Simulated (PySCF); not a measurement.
# Changing the system itself: NaBr

One physical setting of the base script is moved in each run, with the edits that it forces.

The runs use PySCF 2.14.0; each script names its method and basis.

1 further run of the same task is left out (it didn't finish).

## (1) Starting geometry

NaBr: 2 atoms, charge 0, spin multiplicity 1.

Bond lengths: Na1–Br2 2.877 Å.

## (2) The run that the others are compared with

File input.py:

```python
from pyscf import gto, scf, mp

mol = gto.M(
    atom='Na 0 0 0; Br 0 0 2.877',
    basis='crenbl',
    ecp={'Na': 'crenbl', 'Br': 'crenbl'},
    charge=0,
    spin=0,
    verbose=4,
)
mf = scf.RHF(mol)
mf.kernel()
mp.MP2(mf).kernel()
mf.dip_moment()
print('orbital energies (hartree):', mf.mo_energy[..., max(0, mol.nelec[1]-3):mol.nelec[0]+3].round(4))
```

Launch:

```sh
$ OMP_NUM_THREADS=1 python input.py
```

The log of this run is left out.

It gives: E(SCF) = -200.605455 Eh, 8 cycles, E(MP2) − E(SCF) = -0.40777 Eh, μ = 12.05 D (of the SCF density).

The bond length is a typed value, not an optimised one.

## (3) Electric field 0.05 a.u.

Run 1 changes electric field: none → 0.05 a.u.

File input.py:

```python
from pyscf import gto, scf, mp

mol = gto.M(
    atom='Na 0 0 0; Br 0 0 2.877',
    basis='crenbl',
    ecp={'Na': 'crenbl', 'Br': 'crenbl'},
    charge=0,
    spin=0,
    verbose=4,
)
mf = scf.RHF(mol)
field = 0.05  # electric field along z, atomic units
h = mf.get_hcore() + field*mol.intor('int1e_r')[2]
mf.get_hcore = lambda *args: h
e_nuc = mol.energy_nuc() - field*mol.atom_charges() @ mol.atom_coords()[:, 2]
mf.energy_nuc = lambda *args: e_nuc
mf.kernel()
mp.MP2(mf).kernel()
mf.dip_moment()
print('orbital energies (hartree):', mf.mo_energy[..., max(0, mol.nelec[1]-3):mol.nelec[0]+3].round(4))
```

Launch:

```sh
$ OMP_NUM_THREADS=1 python input.py
```

## (4) Electric field -0.01 a.u.

Run 2 changes electric field: none → -0.01 a.u.

Changes to input.py since step 2:

```diff
@@ -11,2 +11,7 @@
 mf = scf.RHF(mol)
+field = -0.01  # electric field along z, atomic units
+h = mf.get_hcore() + field*mol.intor('int1e_r')[2]
+mf.get_hcore = lambda *args: h
+e_nuc = mol.energy_nuc() - field*mol.atom_charges() @ mol.atom_coords()[:, 2]
+mf.energy_nuc = lambda *args: e_nuc
 mf.kernel()
```

## (5) Charge -1 (doublet, UHF)

Run 3 changes charge: 0 → -1; spin (2S): 0 → 1; SCF type: RHF → UHF.

File input.py:

```python
from pyscf import gto, scf, mp

mol = gto.M(
    atom='Na 0 0 0; Br 0 0 2.877',
    basis='crenbl',
    ecp={'Na': 'crenbl', 'Br': 'crenbl'},
    charge=-1,
    spin=1,
    verbose=4,
)
mf = scf.UHF(mol)
mf.kernel()
mp.MP2(mf).kernel()
mf.dip_moment()
print('orbital energies (hartree):', [e[max(0, n-3):n+3].round(4) for e, n in zip(mf.mo_energy, mol.nelec)])
```

## (6) Bond 0.3 Å

Run 4 changes bond length: 2.877 Å → 0.3 Å.

Changes to input.py since step 2:

```diff
@@ -3,3 +3,3 @@
 mol = gto.M(
-    atom='Na 0 0 0; Br 0 0 2.877',
+    atom='Na 0 0 0; Br 0 0 0.3',
     basis='crenbl',
```

## (7) Bond 4.316 Å

Run 5 changes bond length: 2.877 Å → 4.316 Å.

Changes to input.py since step 2:

```diff
@@ -3,3 +3,3 @@
 mol = gto.M(
-    atom='Na 0 0 0; Br 0 0 2.877',
+    atom='Na 0 0 0; Br 0 0 4.316',
     basis='crenbl',
```

Q: Predict the outcome of this session. Wanted: for each run, E(SCF); from base; gap, α spin; SCF dipole; after the SCF.

**Answer**, as computed:

| run | E(SCF) (hartree) | from base (eV) | cycles | gap, α spin (eV) | SCF dipole (D) | after the SCF |
| --- | --- | --- | --- | --- | --- | --- |
| base | -200.605455 | 0 | 8 | 7.90 | 12.05 | MP2 correlation -11.096 eV |
| electric field 0.05 a.u. | -200.502319 | +2.8065 | 10 | 5.49 | 5.28 | MP2 correlation -11.690 eV |
| electric field -0.01 a.u. | -200.654505 | -1.3347 | 8 | 9.19 | 12.81 | MP2 correlation -11.060 eV |
| charge -1 (doublet, UHF) | -200.615195 | -0.2650 | 9 | 7.89 | n/a | MP2 correlation -11.066 eV |
| bond 0.3 Å (poor choice) | -106.984355 | +2547.5599 | 10 | 8.58 | 1.02 | MP2 correlation -12.402 eV |
| bond 4.316 Å | -200.545635 | +1.6278 | 9 | 5.25 | 18.60 | MP2 correlation -11.106 eV |

**Reading.** The largest comparable shift of the SCF energy, +2547.560 eV, comes with the run “bond 0.3 Å”. At the SCF level, adding an electron (to the doublet) releases 0.27 eV at fixed geometry. With bond 4.316 Å the frontier gap moves by over 1.5 eV, which can mean another electronic state rather than the bond length alone. Rows marked «poor choice» come from settings spoiled on purpose.
